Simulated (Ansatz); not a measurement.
# HfO+ (sextet): from Hartree-Fock to the top rungs, def2-TZVPP

One table from this session's results is given with a row withheld; the runs are named, their logs left out.

Program: Ansatz 0.2.0, Gaussian basis. Level of theory: def2-TZVPP, core rule «outside noble gas», up to 5 orbitals frozen. These are calculated values, not measurements.

The runs, in order: UHF; ROHF; CCSD(T) on UHF.

## The geometry

The geometry is a PBE0/def2-TZVP stationary point (not a proven minimum) of the parent state, kept for this charge and spin. No spin-orbit coupling is included. Elements past krypton take def2 core potentials.

2 atoms, charge 1, spin multiplicity 6.

Atoms are counted from 1 here; the program's logs count them from 0.

Bond lengths: Hf1–O2 1.996 Å.

The first run:

Contents of in.yaml:

```yaml
crystal:
  periodic: [false, false, false]
  atoms:
    - {symbol: Hf, position_ang: [0.000000, 0.000000, 0.000000]}
    - {symbol: O, position_ang: [0.000000, 0.000000, 1.995600]}
basis:
  gaussian: {orbitals: def2-TZVPP}
total_charge: 1
magnetization: {spin_polarized: true, initial_magnetization: 5}
hamiltonian: {xc: hf}
output: {orbitals: {seedname: orbitals}}
```

Run with:

```
$ ansatz run in.yaml --threads 1 --pin off --events-out ev --progress --plain --max-ram 2816MiB --backend cpu
```

Among the steps run: UHF; ROHF; CCSD(T) on UHF.

One table of the session follows, with a row left open; its other results are not shown here.

| method | from UCCSD(T) (kcal/mol) |
| --- | --- |
| ROHF | ? |
| UHF | +117.29 |
| UMP2 | +15.88 |
| UCCSD | +2.43 |
| UCCSD(T) | 0 |

**Question.** Estimate the row for ROHF.

**Answer.** from UCCSD(T) (kcal/mol): +124.16. In the column «from UCCSD(T) (kcal/mol)» it is the highest.
